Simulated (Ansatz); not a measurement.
# Sn2Ge: the cost of one run

Method: DFT PBE, scalar-relativistic, plane waves, PAW, in Ansatz 0.2.0.

1 further run of the same task is left out (set aside as unsound or not needed). Runs told in other sessions of the task aren't counted.

### Step 1. The starting structure

The structure is trigonal, space group P-3m1 (No. 164). The conventional cell has a = 4.499 Å, b = 4.499 Å, c = 11.063 Å, α = 90.00°, β = 90.00°, γ = 120.00°. Sn (site symmetry 3m) has 3 Ge at 2.74 Å and 1 Sn at 2.89 Å in its first shell of neighbours. Around Sn (site symmetry 3m) lie 1 Ge at 2.69 Å and 3 Sn at 2.81 Å. Around Ge (site symmetry 3m) lie 4 Sn at 2.69 to 2.74 Å.

As a file:

```cif
data_structure
_symmetry_space_group_name_H-M 'P-3m1'
_symmetry_Int_Tables_number 164
_cell_length_a 4.4993
_cell_length_b 4.4993
_cell_length_c 11.0631
_cell_angle_alpha 90.000
_cell_angle_beta 90.000
_cell_angle_gamma 120.000
_cell_volume 193.95
loop_
_atom_site_label
_atom_site_type_symbol
_atom_site_symmetry_multiplicity
_atom_site_Wyckoff_symbol
_atom_site_fract_x
_atom_site_fract_y
_atom_site_fract_z
_atom_site_occupancy
Sn1 Sn 2 c 0.00000 0.00000 0.36929 1
Sn2 Sn 2 d 0.33333 0.66667 0.04899 1
Ge1 Ge 2 d 0.66667 0.33333 0.70815 1
```

It is the end of an earlier relaxation with the same method, from a generated guess; it is a trial structure. At a tolerance of 0.05 Å it has space group P-3m1 (No. 164); it has 32.33 Å³/atom, an uncorrected energy of +0.04 eV/atom over the elements.

### Step 2. Bands, states and charges

Input file input.yaml:

```yaml
crystal:
  lattice:
    - [4.4993081996, 0.0, 0.0]
    - [-2.2496540998, 3.8965152003, 0.0]
    - [0.0, 0.0, 11.0631436]
  atoms:
    - { symbol: Sn, position: [0.0, 0.0, 0.369294] }
    - { symbol: Sn, position: [0.3333333333, 0.6666666667, 0.048985] }
    - { symbol: Sn, position: [0.6666666667, 0.3333333333, 0.951015] }
    - { symbol: Sn, position: [0.0, 0.0, 0.630706] }
    - { symbol: Ge, position: [0.6666666667, 0.3333333333, 0.708152] }
    - { symbol: Ge, position: [0.3333333333, 0.6666666667, 0.291848] }
basis:
  ecutwfc: 420
kpoints:
  mp_grid: { grid: [12, 12, 4] }
  band_path:
    path:
      - [[0.0, 0.0, 0.0], [0.5, 0.0, 0.0], [0.33333333, 0.33333333, 0.0], [0.0, 0.0, 0.0], [0.0, 0.0, 0.5], [0.5, 0.0, 0.5], [0.33333333, 0.33333333, 0.5], [0.0, 0.0, 0.5]]
      - [[0.5, 0.0, 0.5], [0.5, 0.0, 0.0]]
      - [[0.33333333, 0.33333333, 0.5], [0.33333333, 0.33333333, 0.0]]
    npoints: 14
hamiltonian:
  xc: pbe
scf:
  occupations: { method: gaussian, width: 0.1 }
  n_extra_bands: 15
output:
  forces: true
  stress: true
  eigenvalues: true
  populations: true
  dos: { projected: true, de: 0.02, nscf_kmesh: { grid: [15, 15, 5] } }
  bader: true
  write_density: true
  write_potential: true
  elf: true
  volumetric_format: npy
```

Launch:

```sh
$ ansatz run input.yaml --threads 4 --pin off --max-ram 8192MiB --backend cpu --events-out ev --progress --plain --runs-dir out
```

What time and memory should one allow on 4 threads of Intel Xeon Platinum 8488C (Sapphire Rapids), shared host?

About 39 s, with a peak of 1.3 GiB.
